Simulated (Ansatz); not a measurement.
What does this script print? It uses Ansatz 0.2.0, Python API.

`ch4bno.py`
```python
"""CH4BNO at several levels of theory."""

import warnings

import ansatz as az

GEOMETRY = """
O    -0.41190    0.76070   -1.06330
C    -0.03380    0.47770    0.21580
B     1.01290   -0.64110    0.23210
N    -0.39560   -0.79740    0.63860
H    -1.33240    1.25070   -0.97140
H    -0.02610    1.27770    1.00510
H     2.15200   -1.07220    0.04320
H    -0.87290   -1.31320   -0.15590
"""


def main() -> None:
    warnings.simplefilter("ignore", az.DeckWarning)

    system = az.Crystal.molecule()
    for line in GEOMETRY.strip().splitlines():
        symbol, *xyz = line.split()
        system = system.atom(symbol, [float(v) for v in xyz])

    setup = system.calculation().basis(gaussian="cc-pVDZ")

    methods = ["mp2", "ccsd", "ccsd_t"]
    batch = az.Session.batch([setup.correlation(m).input() for m in methods])
    reports = sorted(batch.plan().execute().molecular_reports, key=lambda each: each["member"])
    print(f"Hartree-Fock reference {reports[0]['reference_energy_ev'] / 27.211386246:.6f} Ha")
    best = reports[-1]["free_energy_ev"] - reports[-1]["reference_energy_ev"]
    for method, each in zip(methods, reports):
        gained = each["free_energy_ev"] - each["reference_energy_ev"]
        print(f"{method:8s} total {each['free_energy_ev'] / 27.211386246:.6f} Ha  correlation {gained:9.4f} eV  ({100 * gained / best:.1f} % of the last)")


if __name__ == "__main__":
    main()
```

Output of `python ch4bno.py`:
```text
Hartree-Fock reference -194.121975 Ha
mp2      total -194.693532 Ha  correlation  -15.5529 eV  (92.0 % of the last)
ccsd     total -194.724608 Ha  correlation  -16.3985 eV  (97.0 % of the last)
ccsd_t   total -194.743180 Ha  correlation  -16.9038 eV  (100.0 % of the last)
```

Notes:
- Total energies depend on the basis set; only differences at equal settings carry meaning.
- The geometry is a force-field or estimated start, not a minimum of this method, and the basis set is short of its limit. A lower total doesn't mark the better method: functionals have no common bound, and MP2 and coupled cluster aren't variational.
- Inner cores stay frozen, so this is valence correlation.
